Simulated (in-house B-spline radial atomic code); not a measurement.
# Te⁴¹⁺: RPA and G0W0 on different mean-field starts

Aim: see how far the highest quasi-particle level and the RPA correlation energy of Te⁴¹⁺ depend on the orbitals that they are built on.

Program: an in-house B-spline radial atomic code, version 1. Level of theory: RPA, second order, AC-SOSEX and G0W0 (contour deformation) on a non-relativistic mean field, all electrons; no spin-orbit coupling, Breit or QED terms. These are calculated values, not measurements, unless marked.

### 1 What is computed

* element: tellurium (Z = 52)
* charge: +41
* electrons: 11
* configuration: [Ne] 3s1
* next ion, run as well: [He] 2s2 2p6
* Hamiltonian: non-relativistic, point nucleus
* starts: Hartree-Fock, PBE, LDA (VWN5), r2SCAN, PBE0

The outer shells:

Te41+
```
[Ne] core
3s [↑ ]
```

### 2 Hartree-Fock start

Input settings:

```ini
Z = 52
electrons = 11.0
configuration = [Ne] 3s1
hamiltonian = nr
method = hf
lmax = 9
spin_polarised = True
box_radius = 2.42
intervals = 46
```

On the command line:

```sh
$ python run_gw.py task.json out
```

task.json lists these runs, among others, and the program works through them in turn.

Main fields of the result record, rounded:

```text
{
  "status": "converged",
  "energies [hartree]": {
    "mean_field": -5075.469352,
    "exx_total": -5075.469352,
    "exchange": -88.17291418,
    "rpa": -0.72181397,
    "rpa_summed": -0.71830512,
    "direct_second_order": -0.74377903,
    "second_order_exchange": 0.29967063,
    "sosex": 0.28943072
  },
  "rpa_by_multipole [hartree]": [-0.151347, -0.351551, -0.113497, -0.0609951, -0.0215562, -0.00956535, -0.00486917, -0.0027238, -0.00163206, -0.000483763, -8.52266e-05],
  "polarisability [bohr^3: independent particles, RPA]": [0.00992163, 0.00797083],
  "gap [hartree]": 5.650865,
  "levels [hartree]": [
    {"name": "3s up", "occ": 1, "e": -107.9627, "sx": -4.030569, "vxc": -4.030569, "sc": -0.1407291, "z": 0.9912178, "qp": -108.1036, "tail": -0.0002413651},
    {"name": "2p down", "occ": 1, "e": -253.4094, "sx": -12.52208, "vxc": -12.52208, "sc": 0.09502884, "z": 0.9974966, "qp": -253.3152, "tail": -0.0008133283},
    {"name": "2p up", "occ": 1, "e": -253.5494, "sx": -12.66287, "vxc": -12.66287, "sc": 0.1109167, "z": 0.9955394, "qp": -253.4393, "tail": -0.0008117094},
    {"name": "2s down", "occ": 1, "e": -263.1321, "sx": -12.71479, "vxc": -12.71479, "sc": -0.06161145, "z": 0.9441724, "qp": -263.1945, "tail": -0.0007148468},
    {"name": "3s down", "occ": 0, "e": -104.9093, "sx": -0.9626745, "vxc": -0.9626745, "sc": -0.1789124, "z": 0.9868862, "qp": -105.0884, "tail": -0.0002387686}
  ],
  "ion_energies [hartree]": {
    "mean_field": -4967.509262,
    "exx_total": -4967.509262,
    "exchange": -85.72530936,
    "rpa": -0.62932255,
    "rpa_summed": -0.62600241,
    "direct_second_order": -0.64180825,
    "second_order_exchange": 0.22428454,
    "sosex": 0.22127514
  }
}
```

Wall time 1 s (1 thread, shared host).

In the record, exx_total is the Hartree-Fock functional on the start's orbitals, rpa_summed the RPA energy up to lmax and rpa the same with the tail beyond it, gap the smallest same-spin excitation energy of the start. For a level, e is the start's value, sx and sc the exchange and correlation self-energies, vxc the start's own term, z the quasi-particle weight, and qp = e + sx − vxc + sc + tail. Deeper levels of weight under 0.85 meet poles of the self-energy and are not shown.

The 3s↑ level moves from -2937.8 to -2941.6 eV (weight 0.99).

The largest part of the RPA energy comes from multipole 1 (49 % of the sum).

### 3 PBE start

The settings differ from step 2 so:

```diff
@@ -4,3 +4,3 @@
 hamiltonian = nr
-method = hf
+method = pbe,pbe
 lmax = 9
```

From the record:

```text
{
  "status": "converged",
  "energies [hartree]": {
    "mean_field": -5075.213515,
    "exx_total": -5075.463307,
    "exchange": -88.14241693,
    "rpa": -0.77416836,
    "rpa_summed": -0.77065205,
    "direct_second_order": -0.8108047,
    "second_order_exchange": 0.35558936,
    "sosex": 0.33228912
  },
  "rpa_by_multipole [hartree]": [-0.155682, -0.393615, -0.118075, -0.0620429, -0.0217759, -0.00962945, -0.00489189, -0.002733, -0.00163616, -0.00048491, -8.5344e-05],
  "polarisability [bohr^3: independent particles, RPA]": [0.0175367, 0.0122076],
  "gap [hartree]": 3.098947,
  "levels [hartree]": [
    {"name": "3s up", "occ": 1, "e": -106.8854, "sx": -4.061927, "vxc": -2.981159, "sc": -0.1819382, "z": 0.9824975, "qp": -108.1483, "tail": -0.0002421356},
    {"name": "2p down", "occ": 1, "e": -249.3818, "sx": -12.52204, "vxc": -8.487416, "sc": 0.1184364, "z": 0.9950993, "qp": -253.2988, "tail": -0.0008117332},
    {"name": "2p up", "occ": 1, "e": -249.4838, "sx": -12.65982, "vxc": -8.587654, "sc": 0.1319918, "z": 0.9915622, "qp": -253.4247, "tail": -0.0008138963},
    {"name": "2s down", "occ": 1, "e": -258.278, "sx": -12.68762, "vxc": -7.836135, "sc": 0.08688177, "z": 0.9915347, "qp": -263.0433, "tail": -0.0007524666},
    {"name": "3s down", "occ": 0, "e": -106.2827, "sx": -1.002253, "vxc": -2.387516, "sc": -0.2583642, "z": 0.9656152, "qp": -105.156, "tail": -0.000238984}
  ],
  "ion_energies [hartree]": {
    "mean_field": -4967.056019,
    "exx_total": -4967.504022,
    "exchange": -85.69244312,
    "rpa": -0.64307315,
    "rpa_summed": -0.63974739,
    "direct_second_order": -0.65631387,
    "second_order_exchange": 0.22896395,
    "sosex": 0.22577747
  }
}
```

It took 1 s on 1 thread, shared host.

G0W0 moves 3s↑ down by 34.4 eV, to -2942.9 eV.

### 4 LDA (VWN5) start

The settings differ from step 3 so:

```diff
@@ -4,3 +4,3 @@
 hamiltonian = nr
-method = pbe,pbe
+method = lda,vwn
 lmax = 9
```

From the record:

```text
{
  "status": "converged",
  "energies [hartree]": {
    "mean_field": -5069.922394,
    "exx_total": -5075.458653,
    "exchange": -88.09456155,
    "rpa": -0.77546856,
    "rpa_summed": -0.77195288,
    "direct_second_order": -0.81268175,
    "second_order_exchange": 0.35731752,
    "sosex": 0.33348328
  },
  "rpa_by_multipole [hartree]": [-0.155834, -0.394724, -0.118135, -0.0620307, -0.0217719, -0.00962773, -0.00489103, -0.00273252, -0.00163588, -0.00048488, -8.53152e-05],
  "polarisability [bohr^3: independent particles, RPA]": [0.017799, 0.0123326],
  "gap [hartree]": 3.04989,
  "levels [hartree]": [
    {"name": "3s up", "occ": 1, "e": -106.8437, "sx": -4.063679, "vxc": -2.938319, "sc": -0.182465, "z": 0.9823265, "qp": -108.1518, "tail": -0.000242325},
    {"name": "2p down", "occ": 1, "e": -249.2632, "sx": -12.51853, "vxc": -8.351168, "sc": 0.1195726, "z": 0.9948812, "qp": -253.3118, "tail": -0.0008109366},
    {"name": "2p up", "occ": 1, "e": -249.3626, "sx": -12.65547, "vxc": -8.448521, "sc": 0.1335385, "z": 0.9912272, "qp": -253.4368, "tail": -0.0008130613},
    {"name": "2s down", "occ": 1, "e": -258.0484, "sx": -12.6766, "vxc": -7.58742, "sc": 0.08826862, "z": 0.9917717, "qp": -263.05, "tail": -0.0007524824},
    {"name": "3s down", "occ": 0, "e": -106.1161, "sx": -1.000718, "vxc": -2.21398, "sc": -0.2549007, "z": 0.9665451, "qp": -105.158, "tail": -0.0002389336}
  ],
  "ion_energies [hartree]": {
    "mean_field": -4961.861198,
    "exx_total": -4967.499922,
    "exchange": -85.64741259,
    "rpa": -0.64318336,
    "rpa_summed": -0.63985808,
    "direct_second_order": -0.65643546,
    "second_order_exchange": 0.22897415,
    "sosex": 0.22578565
  }
}
```

Wall time 1 s (1 thread, shared host).

G0W0 moves 3s↑ down by 35.6 eV, to -2943.0 eV.

### 5 r2SCAN start

The settings differ from step 4 so:

```diff
@@ -4,3 +4,3 @@
 hamiltonian = nr
-method = lda,vwn
+method = r2scan
 lmax = 9
```

From the record:

```text
{
  "status": "converged",
  "energies [hartree]": {
    "mean_field": -5075.837412,
    "exx_total": -5075.46597,
    "exchange": -88.15951256,
    "rpa": -0.76674654,
    "rpa_summed": -0.76324683,
    "direct_second_order": -0.80123759,
    "second_order_exchange": 0.34819668,
    "sosex": 0.32679879
  },
  "rpa_by_multipole [hartree]": [-0.154808, -0.388421, -0.117201, -0.06177, -0.0216767, -0.00958484, -0.00486901, -0.00272014, -0.00162842, -0.000482518, -8.49688e-05],
  "polarisability [bohr^3: independent particles, RPA]": [0.016655, 0.0117857],
  "gap [hartree]": 3.280762,
  "levels [hartree]": [
    {"name": "3s up", "occ": 1, "e": -106.908, "sx": -4.048962, "vxc": -2.992673, "sc": -0.1769378, "z": 0.9836932, "qp": -108.1414, "tail": -0.000243835},
    {"name": "2p down", "occ": 1, "e": -249.8761, "sx": -12.52405, "vxc": -8.986918, "sc": 0.1135913, "z": 0.9957249, "qp": -253.3004, "tail": -0.0008092591},
    {"name": "2p up", "occ": 1, "e": -249.9721, "sx": -12.66335, "vxc": -9.082613, "sc": 0.1208879, "z": 0.9888727, "qp": -253.4327, "tail": -0.0008051268},
    {"name": "2s down", "occ": 1, "e": -259.0025, "sx": -12.7003, "vxc": -8.572439, "sc": 0.07957558, "z": 0.9905904, "qp": -263.0515, "tail": -0.0007477029},
    {"name": "3s down", "occ": 0, "e": -105.1863, "sx": -0.9926377, "vxc": -1.278556, "sc": -0.2211781, "z": 0.9764219, "qp": -105.1218, "tail": -0.0002379966}
  ],
  "ion_energies [hartree]": {
    "mean_field": -4967.903702,
    "exx_total": -4967.506477,
    "exchange": -85.7130871,
    "rpa": -0.6403302,
    "rpa_summed": -0.63701931,
    "direct_second_order": -0.65343428,
    "second_order_exchange": 0.22796835,
    "sosex": 0.22481563
  }
}
```

It took 1.1 s on 1 thread, shared host.

The 3s↑ level moves from -2909.1 to -2942.7 eV (weight 0.98).

### 6 PBE0 start

The settings differ from step 5 so:

```diff
@@ -4,3 +4,3 @@
 hamiltonian = nr
-method = r2scan
+method = pbe0
 lmax = 9
```

From the record:

```text
{
  "status": "converged",
  "energies [hartree]": {
    "mean_field": -5075.391667,
    "exx_total": -5075.466019,
    "exchange": -88.15048439,
    "rpa": -0.75695884,
    "rpa_summed": -0.75344426,
    "direct_second_order": -0.78754415,
    "second_order_exchange": 0.33517431,
    "sosex": 0.31741297
  },
  "rpa_by_multipole [hartree]": [-0.154564, -0.379184, -0.116762, -0.0617779, -0.021721, -0.00961366, -0.00488639, -0.00273082, -0.00163521, -0.000484654, -8.53167e-05],
  "polarisability [bohr^3: independent particles, RPA]": [0.0146505, 0.010742],
  "gap [hartree]": 3.739654,
  "levels [hartree]": [
    {"name": "3s up", "occ": 1, "e": -107.1611, "sx": -4.054038, "vxc": -3.250362, "sc": -0.1693487, "z": 0.985605, "qp": -108.1343, "tail": -0.0002440323},
    {"name": "2p down", "occ": 1, "e": -250.4054, "sx": -12.52209, "vxc": -9.513022, "sc": 0.1109663, "z": 0.9961429, "qp": -253.3043, "tail": -0.0008125449},
    {"name": "2p up", "occ": 1, "e": -250.5163, "sx": -12.66065, "vxc": -9.622842, "sc": 0.1167884, "z": 0.9893813, "qp": -253.4382, "tail": -0.000807637},
    {"name": "2s down", "occ": 1, "e": -259.5082, "sx": -12.6947, "vxc": -9.072738, "sc": 0.06805791, "z": 0.9884988, "qp": -263.0629, "tail": -0.0007488239},
    {"name": "3s down", "occ": 0, "e": -105.9458, "sx": -0.9922842, "vxc": -2.035772, "sc": -0.2313317, "z": 0.9742278, "qp": -105.1338, "tail": -0.0002448966}
  ],
  "ion_energies [hartree]": {
    "mean_field": -4967.279553,
    "exx_total": -4967.506403,
    "exchange": -85.70114815,
    "rpa": -0.63955711,
    "rpa_summed": -0.63623267,
    "direct_second_order": -0.65260151,
    "second_order_exchange": 0.22776777,
    "sosex": 0.22462732
  }
}
```

It took 1.1 s on 1 thread, shared host.

The 3s↑ level moves from -2916.0 to -2942.5 eV (weight 0.99).

### 7 Comparison

```tsv
start	level	mean field (eV)	G0W0 (eV)	weight	RPA (hartree)	RPA+SOSEX (hartree)	α, direct RPA (bohr³)	time	miss (eV)
Hartree-Fock	3s↑	-2937.8	-2941.6	0.991	-0.72181	-0.43238	0.007971	1 s	-99.4
PBE	3s↑	-2908.5	-2942.9	0.982	-0.77417	-0.44188	0.01221	1 s	-98.1
LDA (VWN5)	3s↑	-2907.4	-2943.0	0.982	-0.77547	-0.44199	0.01233	1 s	-98.0
r2SCAN	3s↑	-2909.1	-2942.7	0.984	-0.76675	-0.43995	0.01179	1.1 s	-98.3
PBE0	3s↑	-2916.0	-2942.5	0.986	-0.75696	-0.43955	0.01074	1.1 s	-98.5
```

The miss is the G0W0 removal energy (the level with its sign changed) less the semi-empirical ionisation energy, 3041.0 eV. Times are single runs on a shared host.

Energy to remove one electron as a difference of total energies (eV), each species on its own start:

```tsv
start	mean field	HF functional	RPA	RPA+SOSEX	second order
Hartree-Fock	2937.7	2937.7	2940.3	2938.4	2938.5
PBE	2943.1	2937.7	2941.3	2938.4	2938.5
LDA (VWN5)	2940.5	2937.7	2941.3	2938.4	2938.5
r2SCAN	2937.0	2937.7	2941.2	2938.4	2938.5
PBE0	2941.9	2937.7	2940.9	2938.4	2938.5
```

### 8 Outcome

| quantity | value |
| --- | --- |
| highest level, mean field (range over the runs) | -2937.8 to -2907.4 eV |
| highest level, G0W0 (range over the runs) | -2943.0 to -2941.6 eV |
| RPA correlation energy | -0.7755 to -0.7218 hartree |
| RPA+SOSEX | -0.4420 to -0.4324 hartree |
| semi-empirical ionisation energy (3s shell) | 3041.0 eV (NIST Atomic Spectra Database, ionization energies) |
| G0W0 removal energy less that value | -99.4 to -98.0 eV |

G0W0 turns a spread of 30.4 eV among the starts into one of 1.3 eV, 4.3 % of it. On the semilocal starts the correction is downwards, 34 to 36 eV, since their self-interaction lifts occupied levels. RPA gives the most correlation on LDA (VWN5) and the least on Hartree-Fock (6.9 % apart); over the runs it loosely follows the gap of the start, as smaller excitation energies give more correlation. All runs miss the semi-empirical ionisation energy, 3041.0 eV, by about -98.3 eV (-3.2 %), far more than they differ among themselves. Relativity, left out here, binds an s electron more tightly: it works in the direction of closing this gap. Read as a removal energy, the bare PBE level is off by -133 eV (-4.4 %) and the nearest bare level, Hartree-Fock's, by -103 eV. As differences of total energies the mean miss over the starts is 101 eV for mean field, 100 eV for RPA, 103 eV for RPA+SOSEX. For so heavy an element the non-relativistic levels are a model, not the real atom's.
